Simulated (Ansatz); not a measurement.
# FeO: the cost of one run

Computed with Ansatz 0.2 early development (run time, single point, PBE, NC, unless a step's input says otherwise).

### Step 1. The structure to begin with

The structure is cubic, space group Fm-3m (No. 225). Conventional cell: a = 4.330 Å, b = 4.330 Å, c = 4.330 Å, α = 90.00°, β = 90.00°, γ = 90.00°. Fe (site symmetry m-3m) has 6 O at 2.17 Å as nearest neighbours. Around O (site symmetry m-3m) lie 6 Fe at 2.17 Å.

Coordinates:

```
CELL_PARAMETERS angstrom
0.00000 2.16500 2.16500
2.16500 0.00000 2.16500
2.16500 2.16500 0.00000
ATOMIC_POSITIONS crystal
Fe 0.00000 0.00000 0.00000
O 0.50000 0.50000 0.50000
```

### Step 2. The calculation

input.yaml reads:

```yaml
crystal:
  lattice:
    - [0, 2.165, 2.165]
    - [2.165, 0, 2.165]
    - [2.165, 2.165, 0]
  atoms:
    - { symbol: Fe, position: [0, 0, 0] }
    - { symbol: O, position: [0.5, 0.5, 0.5] }
kpoints:
  mp_grid: { grid: [4, 4, 4], shift: [0, 0, 0] }
hamiltonian:
  xc: pbe
  pseudopotentials: { kind: nc }
scf:
  occupations: { method: fermi_dirac }
  convergence: { dm_fallback: { after: 8, dr2: "1.0e-12 eV" } }
magnetization:
  spin_polarized: true
```

The run is started by

```sh
$ ansatz run input --backend cpu --max-ram 8GiB --threads 2 --events-out ev
```

What time and memory should one allow on 2 threads of Arm Neoverse V2 (Grace), shared host?

About 5.8 s, with a peak of 0.9 GiB.
